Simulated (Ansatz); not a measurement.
# C2H8AlBSi: a ladder of functionals and wavefunction methods

One table from this session's results is given with a row withheld; the runs are named, their logs left out.

Method: functionals in def2-TZVPP, the program's frozen cores in correlated methods; program: Ansatz 0.2.0, Gaussian basis.

The runs, in order: PBE-D4, r2SCAN-D4, PBE0-D4, B3LYP-D4, ωB97X-V, ωB97M-V, B2PLYP; CCSD(T)/def2-TZVPP; MP2/def2-QZVPP; extrapolation to the limit.

## Structure used throughout

The geometry comes from an earlier relaxation with PBE0-D4 in a triple-zeta def2 set; it is a stationary point, not always the lowest conformer.

SMILES `[AlH2][C]1([SiH3])BC1`, 13 atoms, charge 0, spin multiplicity 1.

Atoms are counted from 1 here; the program's logs count them from 0.

Bond lengths: Al1–C2 1.925 Å, Al1–H6 1.585 Å, Al1–H7 1.586 Å, C2–Si3 1.854 Å, C2–B4 1.504 Å, C2–C5 1.568 Å, Si3–H8 1.486 Å, Si3–H9 1.490 Å, Si3–H10 1.491 Å, B4–C5 1.519 Å, B4–H11 1.185 Å, C5–H12 1.088 Å, C5–H13 1.087 Å. Angles: C2–Al1–H6 119.7°, C2–Al1–H7 118.0°, H6–Al1–H7 122.3°, Al1–C2–Si3 114.6°, Al1–C2–B4 117.0°, Al1–C2–C5 118.9°, Si3–C2–B4 114.9°, Si3–C2–C5 120.7°, B4–C2–C5 59.2°, C2–Si3–H8 110.3°, C2–Si3–H9 111.4°, C2–Si3–H10 110.5°, H8–Si3–H9 108.5°, H8–Si3–H10 108.9°, H9–Si3–H10 107.1°, C2–B4–C5 62.5°, C2–B4–H11 146.9°, C5–B4–H11 150.5° and more.

The first run:

in.yaml

```yaml
crystal:
  periodic: [false, false, false]
  atoms:
    - {symbol: Al, position_ang: [0.655496, 1.358257, 1.287512]}
    - {symbol: C, position_ang: [0.134019, 0.005775, 0.020248]}
    - {symbol: Si, position_ang: [-1.696228, -0.152998, -0.227617]}
    - {symbol: B, position_ang: [0.883077, -1.297620, 0.066313]}
    - {symbol: C, position_ang: [1.132803, -0.386477, -1.123532]}
    - {symbol: H, position_ang: [-0.392520, 1.875888, 2.357310]}
    - {symbol: H, position_ang: [2.137036, 1.920168, 1.210061]}
    - {symbol: H, position_ang: [-2.374653, -0.382842, 1.074731]}
    - {symbol: H, position_ang: [-2.269333, 1.074303, -0.848232]}
    - {symbol: H, position_ang: [-2.002987, -1.291095, -1.140419]}
    - {symbol: H, position_ang: [1.056218, -2.322909, 0.633888]}
    - {symbol: H, position_ang: [0.715680, -0.640480, -2.096118]}
    - {symbol: H, position_ang: [2.041794, 0.205430, -1.199344]}
basis:
  gaussian: {orbitals: def2-TZVPP}
hamiltonian: {xc: pbe, dispersion: d4}
output: {forces: true, orbitals: {seedname: orbitals}}
```

Command:

```console
$ ansatz run in.yaml --threads 4 --pin off --events-out ev --progress --plain --max-ram 10444MiB
```

Steps of the session up to this table: PBE-D4 (GGA); r2SCAN-D4 (meta-GGA); PBE0-D4 (hybrid); B3LYP-D4 (hybrid); ωB97X-V (range-separated); ωB97M-V (range-separated); B2PLYP (double hybrid); CCSD(T) in def2-TZVPP; MP2 in def2-QZVPP.

One table of the session follows, with a row left open; its other results are not shown here.

```
            method  atomisation energy (kJ/mol)
            PBE-D4                       4448.2
         r2SCAN-D4                       4443.6
           PBE0-D4                       4421.6
          B3LYP-D4                       4414.2
           ωB97X-V                       4441.5
           ωB97M-V                       4434.2
            B2PLYP                       4361.7
     HF/def2-TZVPP                       3368.1
    MP2/def2-TZVPP                       4347.7
   CCSD/def2-TZVPP                       4249.9
CCSD(T)/def2-TZVPP                       4303.0
           MP2/CBS                            ?
       CCSD(T)/CBS                       4405.3
```

**Question.** Estimate the row for MP2/CBS.

As computed: atomisation energy (kJ/mol): 4450.0. In the column «atomisation energy (kJ/mol)» it is the highest.

Limits of these values: Free atoms (1 Al, 2 C, 1 Si, 1 B, 8 H) were run apart at each level; the atomisation energy is their sum less the molecule, without zero-point or spin-orbit terms.
